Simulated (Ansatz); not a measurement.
# Sc2BN: the cost of one run

Method: DFT PBE, scalar-relativistic, plane waves, PAW, in Ansatz 0.2.0.

1 further run of the same task is left out (it didn't finish).

## Step 1: The structure to begin with

The structure is tetragonal, space group P4/nmm (No. 129). Conventional cell: a = 5.019 Å, b = 5.019 Å, c = 4.996 Å, α = 90.00°, β = 90.00°, γ = 90.00°. Sc (site symmetry -4m2) has 2 Sc at 2.50 Å and 4 N at 2.52 Å in its first shell of neighbours. Sc (site symmetry -4m2) has 2 Sc at 2.50 Å and 4 B at 2.52 Å in its first shell of neighbours. Around B (site symmetry 4mm) lie 2 N at 2.49 to 2.51 Å and 4 Sc at 2.52 Å. N (site symmetry 4mm) is surrounded by 2 B at 2.49 to 2.51 Å and 4 Sc at 2.52 Å.

As a file:

```cif
data_structure
_symmetry_space_group_name_H-M 'P4/nmm:1'
_symmetry_Int_Tables_number 129
_cell_length_a 5.0190
_cell_length_b 5.0190
_cell_length_c 4.9957
_cell_angle_alpha 90.000
_cell_angle_beta 90.000
_cell_angle_gamma 90.000
_cell_volume 125.84
loop_
_atom_site_label
_atom_site_type_symbol
_atom_site_symmetry_multiplicity
_atom_site_Wyckoff_symbol
_atom_site_fract_x
_atom_site_fract_y
_atom_site_fract_z
_atom_site_occupancy
Sc1 Sc 2 a 0.00000 0.00000 0.00000 1
Sc2 Sc 2 b 0.00000 0.00000 0.50000 1
B1 B 2 c 0.50000 0.00000 0.55027 1
N1 N 2 c 0.50000 0.00000 0.04818 1
```

The cell is invented: random cell by space group and Wyckoff sites (P4/nmm, No. 129). Lengths come from tabulated atomic sizes and are only a guess.

## Step 2: The guess as it stands, on a coarse mesh

Contents of input.yaml:

```yaml
crystal:
  lattice:
    - [5.01895459, 0.0, 0.0]
    - [0.0, 5.01895459, 0.0]
    - [0.0, 0.0, 4.99565169]
  atoms:
    - { symbol: Sc, position: [0.0, 0.0, 0.0] }
    - { symbol: Sc, position: [0.5, 0.5, 0.0] }
    - { symbol: Sc, position: [0.0, 0.0, 0.5] }
    - { symbol: Sc, position: [0.5, 0.5, 0.5] }
    - { symbol: B, position: [0.5, 0.0, 0.55026727] }
    - { symbol: B, position: [0.0, 0.5, 0.44973273] }
    - { symbol: "N", position: [0.5, 0.0, 0.04817984] }
    - { symbol: "N", position: [0.0, 0.5, 0.95182016] }
basis:
  ecutwfc: 420
kpoints:
  mp_grid: { grid: [4, 4, 4] }
hamiltonian:
  xc: pbe
scf:
  occupations: { method: gaussian, width: 0.1 }
  lower_state_search: "off"
output:
  forces: true
  stress: true
  eigenvalues: true
```

Started as:

```
> ansatz run input.yaml --threads 1 --pin off --max-ram 2560MiB --backend cpu --events-out ev --progress --plain --runs-dir out
```

Q: Estimate wall time and peak memory on 1 thread of Intel Xeon at 2.50GHz (Skylake/Cascade Lake), shared host.

About 9.3 s, with a peak of 0.42 GiB.
